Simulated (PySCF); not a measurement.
# A diatomic session: RuCl

What are the lowest state that PBE0 finds, the bond length, vibrational wavenumber and bond energy of RuCl, and how much do these hang on the method?

The runs use PySCF 2.14.0; Ru x2c-SVPall, Cl x2c-SVPall, spin-free X2C with a Gaussian nucleus.

## Step 1: Set-up

A driver script around PySCF takes these settings:

```
atoms                         : Ru, Cl
charge                        : 0
basis                         : Ru x2c-SVPall, Cl x2c-SVPall
Hamiltonian                   : spin-free X2C with a Gaussian nucleus
basis functions               : 71
electrons treated             : 61
masses in u                   : 101.9043, 34.9689
levels                        : PBE0, PBE, r²SCAN, PBEsol, TPSS, r²SCAN0, ωB97M-V, HF, MP2, SCS-MP2, CCSD, CCSD(T)
grid                          : 80 radial by 434 angular points
occupations                   : held fixed by the projection of orbital angular momentum
dissociation limit            : Ru + Cl, each in its ground configuration
starting distance in angstrom : 2.165
values of 2S to try           : 1, 3, 5, 7
```

The runs that follow: The PBE0 curve of the state that the search chose; Higher solutions at PBE0; PBE (GGA); r²SCAN (meta-GGA); PBEsol (GGA); TPSS (meta-GGA); r²SCAN0 (hybrid meta-GGA); ωB97M-V (range-separated hybrid); UHF (mean field); MP2 and coupled cluster.

Before running it: what results should come out? Wanted: for each run, Re; ωe; De; μ.

As calculated:

Lowest PBE0 solution found, without spin–orbit coupling: quartet, unpaired electrons σ ↑, π ↑, δ ↑. State 2 has its PBE0 minimum 0.02 eV higher. State 3 has its PBE0 minimum 0.11 eV higher. State 4 has its PBE0 minimum 0.53 eV higher. The other levels ran on the lowest alone.

| level | Re (Å) | ωe (cm⁻¹) | De (eV) | μ (D) |
| --- | --- | --- | --- | --- |
| UHF | 2.401 | 321 | 2.25 | -6.94 |
| UHF-MP2 | 2.283 | 360 | 3.19 | n/a |
| UHF-SCS-MP2 | 2.304 | 352 | 3.12 | n/a |
| UHF-CCSD | 2.307 | 354 | 3.05 | n/a |
| UHF-CCSD(T) | 2.298 | 356 | 3.15 | n/a |
| PBE | 2.257 | 366 | 3.74 | -3.63 |
| PBEsol | 2.227 | 384 | 4.03 | -3.44 |
| TPSS | 2.271 | 363 | 3.68 | -4.05 |
| r²SCAN | 2.267 | 363 | 3.62 | -4.29 |
| PBE0 | 2.275 | 359 | 3.50 | -4.68 |
| r²SCAN0 | 2.283 | 357 | 3.42 | -5.02 |
| ωB97M-V | 2.292 | 357 | 3.78 | -5.04 |

De is counted to Ru + Cl in their ground configurations. A positive dipole means Ru(−)Cl(+).

Differences from CCSD(T) in the same basis:

| level | Re (mÅ) | ωe (%) |
| --- | --- | --- |
| UHF | +103 | -9.8 |
| UHF-MP2 | -15 | +1.1 |
| UHF-SCS-MP2 | +6 | -1.1 |
| UHF-CCSD | +9 | -0.7 |
| PBE | -41 | +2.6 |
| PBEsol | -71 | +7.7 |
| TPSS | -27 | +1.9 |
| r²SCAN | -31 | +1.9 |
| PBE0 | -24 | +0.8 |
| r²SCAN0 | -16 | +0.2 |
| ωB97M-V | -6 | +0.2 |

**Reading.** Judged by CCSD(T) in the same basis: best bond length UHF-SCS-MP2 and ωB97M-V (6 mÅ off), worst UHF (+103 mÅ); best wavenumber r²SCAN0 and ωB97M-V (+0.2 %), worst UHF (-9.8 %). CCSD(T) in a basis this small is itself some way from its limit, more so than the functionals. Among the levels with a De in the table, it runs from 2.25 eV (UHF) to 4.03 eV (PBEsol).

Correlated steps freeze 19 core orbitals. The state is the lowest single determinant that the PBE0 search found; with open d or f shells the true ground state can be another one. Spin–orbit coupling is left out.
